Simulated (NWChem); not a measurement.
# BP86/jorge-DZP run of BPH6 (SMILES [BH3-][PH3+])

Aim: the electronic atomisation energy of BPH6 at BP86/jorge-DZP, from 4 runs. 

Program for the calculation: NWChem 7.3.0.

## Step 1: The molecule

BPH6: 8 atoms, total charge 0, spin state singlet. SMILES: `[BH3-][PH3+]`. The shape is that of a PBE0-D4/def2-TZVP optimisation.

Bond lengths: B1–P2 1.910 Å, B1–H3 1.209 Å, B1–H4 1.209 Å, B1–H5 1.209 Å, P2–H6 1.408 Å, P2–H7 1.409 Å, P2–H8 1.408 Å. Some angles: B1–P2–H6 118.0°, B1–P2–H7 118.1°, B1–P2–H8 118.0°, P2–B1–H3 103.8°, P2–B1–H4 103.8°, P2–B1–H5 103.8°, H6–P2–H7 99.7°, H6–P2–H8 99.7°, H7–P2–H8 99.7°, H3–B1–H4 114.5°.

## Step 2: A single-point energy at BP86/jorge-DZP (run 1)

Contents of nw.nw:

```
start nw
memory 2200 mb
charge 0

geometry noautosym nocenter noautoz
 B    -0.556100    0.227200   -0.914000
 P     0.433900   -0.181600    0.667700
 H    -1.693400    0.343100   -0.520100
 H    -0.367800   -0.730200   -1.628000
 H    -0.055500    1.254200   -1.309900
 H     0.418800    0.755700    1.718800
 H     1.823100   -0.380300    0.547100
 H     0.089200   -1.345200    1.382600
end

basis spherical bse
 * library jorge-DZP
end

dft
 xc becke88 perdew86
 grid fine
 convergence energy 1e-08
 iterations 100
 mulliken
 noprint "final vectors analysis"
end

task dft
```

The run is started by

```sh
$ nwchem nw.nw > nw.out
```

What it wrote:

```text
[...]
          Wavefunction type:  closed shell.
          No. of atoms     :     8
          No. of electrons :    26
[...]
          Charge           :     0
          Spin multiplicity:     1
[...]
          AO basis - number of functions:    69
[...]
              XC Information
              --------------
                    Becke 1988 Exchange Functional  1.000
                Perdew 1981 Correlation Functional  1.000 local
                Perdew 1986 Correlation Functional  1.000 non-local
[...]
 d= 0,ls=0.0,diis     1   -369.7644756714 -4.29D+02  1.31D-02  2.53D+00     0.9
[...]
 d= 0,ls=0.0,diis     8   -369.8115456812  2.01D-09  4.87D-06  1.30D-07     5.6
         Total DFT energy =     -369.811545681207
      One electron energy =     -626.260496706418
           Coulomb energy =      226.459547029748
    Exchange-Corr. energy =      -29.555117473731
 Nuclear repulsion energy =       59.544521469194
[...]
      Total Density - Mulliken Population Analysis
     ---------------------------------------------
    Atom       Charge   Shell Charges
 -----------   ------   -------------------------------------------------------
    1 B    5     5.41   0.93  1.05  0.61  0.38  2.09  0.31  0.04
    2 P   15    14.75   0.33  0.75  0.75  0.15  1.99  1.10  0.40  5.45  0.67  1.79  1.19  0.18
    3 H    1     1.00   0.73  0.26  0.01
    4 H    1     1.00   0.73  0.26  0.01
    5 H    1     1.00   0.73  0.26  0.01
    6 H    1     0.94   0.73  0.20  0.02
    7 H    1     0.94   0.73  0.20  0.02
    8 H    1     0.94   0.73  0.20  0.02
[...]
```

It took 6.3 s on 1 thread of Intel Xeon 6975P-C (Granite Rapids), shared host; peak memory 0.12 GiB.

## Step 3: The B atom at the same level (run 2)

Contents of b.nw:

```
start b
title "B"
memory total 2200 mb
charge 0

geometry units atomic noautosym nocenter noautoz
B      0.00000000     0.00000000     0.00000000
end

basis "ao basis" spherical bse
* library jorge-DZP
end

dft
xc becke88 perdew86
mult 2
grid fine
convergence energy 1e-08
maxiter 100
mulliken
noprint "final vectors analysis"
end

task dft energy
```

Run the same way, it converges to -24.64786 Eh (log not shown).

Run 3 isn't shown in full; the table further down has it.

## Step 4: The P atom, same level (run 4)

Contents of run.nw:

```
echo
start run
title "P"
memory 2200 mb

geometry noautosym nocenter noautoz
  P        0.000000       0.000000       0.000000
end

basis spherical bse
  * library jorge-DZP
end

dft
  xc becke88 perdew86
  mult 4
  grid fine
  convergence energy 1e-08
  maxiter 100
  mulliken
  noprint "final vectors analysis"
end

task dft energy
```

Run the same way, it converges to -341.28997 Eh (log not shown).

## Step 5: Overview of the runs

| run | level | partner | energy (Eh) | wall time |
| --- | --- | --- | --- | --- |
| 1 | BP86/jorge-DZP | base | -369.811546 | 6.3 s |
| 2 | UBP86/jorge-DZP | atoms | -24.647861 | 0.7 s |
| 3 | UBP86/jorge-DZP | atoms | -0.499403 | 0.6 s |
| 4 | UBP86/jorge-DZP | atoms | -341.289970 | 0.92 s |

## Step 6: What came out

At BP86/jorge-DZP:

```
                     quantity          value
         P atom: total energy  -341.28997 Eh
                 P atom: ⟨S²⟩          3.750
electronic atomisation energy      23.872 eV
```

**Reading.** Taking the molecule apart into free atoms costs 23.87 eV (2303 kJ/mol), before zero-point energy and without spin-orbit coupling. All runs together took 8.5 s, the longest 6.3 s.
